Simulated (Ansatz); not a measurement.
**Al3GaN4: moving one atom along a line**

Aim: for Al3GaN4, map the energy as atom 1 (Al) is pushed off its site.

Computed with Ansatz 0.2.0 (DFT r2SCAN, scalar-relativistic, plane waves, PAW, unless a step's input says otherwise).

1 further run of the same task is left out (set aside as unsound or not needed). Runs told in other sessions of the task aren't counted.

**1. The system as given**

It takes space group Pm (No. 6, monoclinic). Conventional cell: a = 5.038 Å, b = 3.125 Å, c = 5.410 Å, α = 90.00°, β = 90.03°, γ = 90.00°. Al (site symmetry m) has 4 N at 1.88 to 1.90 Å in its first shell of neighbours. Al (site symmetry m) has 4 N at 1.89 to 1.90 Å in its first shell of neighbours. Around Ga (site symmetry m) lie 4 N at 1.93 to 1.96 Å. N (site symmetry m) is surrounded by 3 Al at 1.89 Å and 1 Ga at 1.96 Å. N (site symmetry m) has 4 Al at 1.90 Å in its first shell of neighbours. Around N (site symmetry m) lie 2 Al at 1.88 to 1.89 Å and 2 Ga at 1.93 Å. N (site symmetry m) has 3 Al at 1.89 to 1.90 Å and 1 Ga at 1.94 Å in its first shell of neighbours.

Coordinates:

```cif
data_structure
_symmetry_space_group_name_H-M 'P 1'
_symmetry_Int_Tables_number 1
_cell_length_a 5.0381
_cell_length_b 3.1249
_cell_length_c 5.4104
_cell_angle_alpha 90.000
_cell_angle_beta 90.034
_cell_angle_gamma 90.000
_cell_volume 85.18
loop_
_atom_site_label
_atom_site_type_symbol
_atom_site_fract_x
_atom_site_fract_y
_atom_site_fract_z
_atom_site_occupancy
Al1 Al 0.50022 0.50000 0.16726 1
Al2 Al 0.00067 0.50000 0.83490 1
Al3 Al 0.00100 0.00000 0.33164 1
Ga1 Ga 0.49949 0.00000 0.66620 1
N1 N 0.11071 0.00000 0.66632 1
N2 N 0.12268 0.50000 0.16713 1
N3 N 0.62541 0.50000 0.84068 1
N4 N 0.62341 0.00000 0.32586 1
```

It goes back to an entry of the Materials Project, which need not be the stable form.

It is the result of an earlier relaxation at this level (volume 10.65 Å³/atom; gap on the mesh: 4.15 eV).

**2. Zero of energy**

The reference gives a free energy of -6961.8103 eV, pressure 0.01 GPa, largest force 0.004 eV/Å and gap on the mesh 4.15 eV. It was computed beforehand with the settings of the runs below.

**3. Setting up moving one atom along a line**

Atom 1 (Al) is moved by x along the Cartesian unit vector (-0.814, 0.000, -0.582); the cell and all other atoms stay fixed. Forces below are components along that vector, summed over the moved atoms. In a periodic cell its images move with it.

**4. Point x = -0.200 Å**

Input file input.yaml:

```yaml
crystal:
  lattice:
    - [5.0380821985, 0.0, 6.09633e-05]
    - [0.0, 3.1249488273, 0.0]
    - [-0.0032907418, 0.0, 5.4103929818]
  atoms:
    - { symbol: Al, position: [0.5325313216, 0.5, 0.1887507122] }
    - { symbol: Al, position: [0.0006683705, 0.5, 0.8349019374] }
    - { symbol: Al, position: [0.0010043255, 0.0, 0.3316444641] }
    - { symbol: Ga, position: [0.4994946875, 0.0, 0.666204464] }
    - { symbol: "N", position: [0.1107069781, 0.0, 0.6663170124] }
    - { symbol: "N", position: [0.12267559, 0.5, 0.1671322918] }
    - { symbol: "N", position: [0.6254135993, 0.5, 0.8406810063] }
    - { symbol: "N", position: [0.6234137866, 0.0, 0.3258647496] }
basis:
  ecutwfc: 500
kpoints:
  mp_grid: { grid: [6, 8, 4] }
hamiltonian:
  xc: r2scan
scf:
  occupations: { method: gaussian, width: 0.05 }
output:
  forces: true
  stress: true
  eigenvalues: true
```

On the command line:

```sh
$ ansatz run input.yaml --threads 2 --pin off --max-ram 5120MiB --backend cpu --events-out ev --progress --plain --runs-dir out
```

**5. At x = 0.150 Å**

Changes to input.yaml since step 4:

```diff
@@ -6,3 +6,3 @@
   atoms:
-    - { symbol: Al, position: [0.5325313216, 0.5, 0.1887507122] }
+    - { symbol: Al, position: [0.4759894182, 0.5, 0.1511333462] }
     - { symbol: Al, position: [0.0006683705, 0.5, 0.8349019374] }
```

**6. At x = -0.100 Å**

Changes to input.yaml since step 5:

```diff
@@ -6,3 +6,3 @@
   atoms:
-    - { symbol: Al, position: [0.4759894182, 0.5, 0.1511333462] }
+    - { symbol: Al, position: [0.5163764921, 0.5, 0.1780028933] }
     - { symbol: Al, position: [0.0006683705, 0.5, 0.8349019374] }
```

**7. At x = 0.050 Å**

Changes to input.yaml since step 6:

```diff
@@ -6,3 +6,3 @@
   atoms:
-    - { symbol: Al, position: [0.5163764921, 0.5, 0.1780028933] }
+    - { symbol: Al, position: [0.4921442477, 0.5, 0.1618811651] }
     - { symbol: Al, position: [0.0006683705, 0.5, 0.8349019374] }
```

**8. At x = 0.200 Å**

Changes to input.yaml since step 7:

```diff
@@ -6,3 +6,3 @@
   atoms:
-    - { symbol: Al, position: [0.4921442477, 0.5, 0.1618811651] }
+    - { symbol: Al, position: [0.4679120034, 0.5, 0.1457594368] }
     - { symbol: Al, position: [0.0006683705, 0.5, 0.8349019374] }
```

**9. At x = -0.150 Å**

Changes to input.yaml since step 8:

```diff
@@ -6,3 +6,3 @@
   atoms:
-    - { symbol: Al, position: [0.4679120034, 0.5, 0.1457594368] }
+    - { symbol: Al, position: [0.5244539068, 0.5, 0.1833768028] }
     - { symbol: Al, position: [0.0006683705, 0.5, 0.8349019374] }
```

**10. x = 0.100 Å**

Changes to input.yaml since step 9:

```diff
@@ -6,3 +6,3 @@
   atoms:
-    - { symbol: Al, position: [0.5244539068, 0.5, 0.1833768028] }
+    - { symbol: Al, position: [0.4840668329, 0.5, 0.1565072557] }
     - { symbol: Al, position: [0.0006683705, 0.5, 0.8349019374] }
@@ -26 +26,5 @@
   eigenvalues: true
+  write_density: true
+  write_potential: true
+  elf: true
+  volumetric_format: npy
```

**11. Point x = -0.050 Å**

Changes to input.yaml since step 10:

```diff
@@ -6,3 +6,3 @@
   atoms:
-    - { symbol: Al, position: [0.4840668329, 0.5, 0.1565072557] }
+    - { symbol: Al, position: [0.5082990773, 0.5, 0.1726289839] }
     - { symbol: Al, position: [0.0006683705, 0.5, 0.8349019374] }
@@ -26,5 +26 @@
   eigenvalues: true
-  write_density: true
-  write_potential: true
-  elf: true
-  volumetric_format: npy
```

**12. At x = 0.175 Å**

Changes to input.yaml since step 11:

```diff
@@ -6,3 +6,3 @@
   atoms:
-    - { symbol: Al, position: [0.5082990773, 0.5, 0.1726289839] }
+    - { symbol: Al, position: [0.4719507108, 0.5, 0.1484463915] }
     - { symbol: Al, position: [0.0006683705, 0.5, 0.8349019374] }
```

(Steps that only read results are left out.)

What does the calculation give?

**Answer**, as computed:

```
                             quantity        value
force constant along x, over ±0.050 Å  21.62 eV/Å²
```

In words: Near the site the force constant is 21.62 eV/Å²; for the mass of Al against a rigid frame that is a vibration of about 467 cm⁻¹. The undisturbed cell stays the lowest of the sampled points. The well is lopsided: x = 0.200 Å costs 469 meV against 396 meV on the other side, and the dearer side brings atoms closer together. The gap on the mesh stays between 3.64 and 4.15 eV.
